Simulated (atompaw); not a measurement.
# A PAW (atompaw) potential for Sb, from input to tests

Do these settings give a usable potential? It is generated, then checked for scattering, ghosts and hardness.

Program: atompaw 4.2.0.5. Reference atom: PBE, scalar-relativistic, spherical and spin-unpolarised. All values are calculated.

## (1) The atom and the settings

Typed settings, in words:

```json
{
  "element": "antimony (Sb, Z = 51)",
  "type": "PAW",
  "frozen core": "[Ar] 3d10",
  "valence charge": "23",
  "reference configuration": "4s2 4p6 4d10 5s1 5p4",
  "partial waves": "4s (bound); 5s (bound); 4p (bound); 5p (bound); 4d (bound); 4d channel at -2.2 Ry",
  "local potential": "troulliermartins scheme with l = 3 at 0.5 Ry, radius 1.60 bohr",
  "core correction": "smooth core density matched at 1.25 bohr",
  "augmentation charge": "sinc compensation charge, radius 1.30 bohr; PAW radius 1.70 bohr; waves and projectors: bloechl"
}
```

The outer shells as boxes (Hund's rule for the drawing; the calculation is spin-unpolarised):

```
[Ar] core
3d [↑↓][↑↓][↑↓][↑↓][↑↓]
4s [↑↓]
4p [↑↓][↑↓][↑↓]
4d [↑↓][↑↓][↑↓][↑↓][↑↓]
5s [↑ ]
5p [↑↓][↑ ][↑ ]
```

## (2) The generation run

Sb.input reads:

```
Sb 51
GGA-PBE scalarrelativistic loggrid 1500 logderivrange -13 5 451
5 5 4 0 0 0
5 0 1
5 1 4
0 0 0
c
c
c
v
v
c
c
v
v
c
v
2
1.70 1.30 1.60 1.25
n
n
y
-2.2
n
bloechl sinc
3 0.5 troulliermartins
PWSCFOUT
UPFDX 0.0125d0 UPFXMIN -7.d0 UPFZMESH 51.d0
END
```

Run with:

```
$ atompaw < Sb.input > Sb.log
```

What does the calculation give? Wanted: cutoffs for 10 and 1 mRy, occupied levels; bound ghosts; largest phase difference near zero energy, channels read; lowest eigenvalue of the overlap; share of valence orbitals outside the PAW sphere; UPF file.

As calculated:

| quantity | value |
| --- | --- |
| cutoffs for 10 and 1 mRy, occupied levels | 120 Ry and 180 Ry |
| bound ghosts | none found |
| largest phase difference near zero energy, channels read | 3.045 rad |
| lowest eigenvalue of the overlap (Bessel basis) | 0.002 (d) |
| share of valence orbitals outside the PAW sphere | 4s 0 %, 5s 74 %, 4p 1 %, 5p 89 %, 4d 7 % |
| UPF file | written |

In words: The overlap operator is nearly singular (0.002). It counts as hard, with 120 Ry needed at the looser tolerance. No bound ghost shows below the valence levels. Near zero energy the largest phase difference among the channels read is 3.04 rad, in the d channel (at the energies tabulated). A step near π is an extra or missing state, not a misfit of shape. The pseudo curves have a pole with no partner nearby in the atom's: d at 0.47 Ry. At positive energy that is a spurious or a displaced resonance.
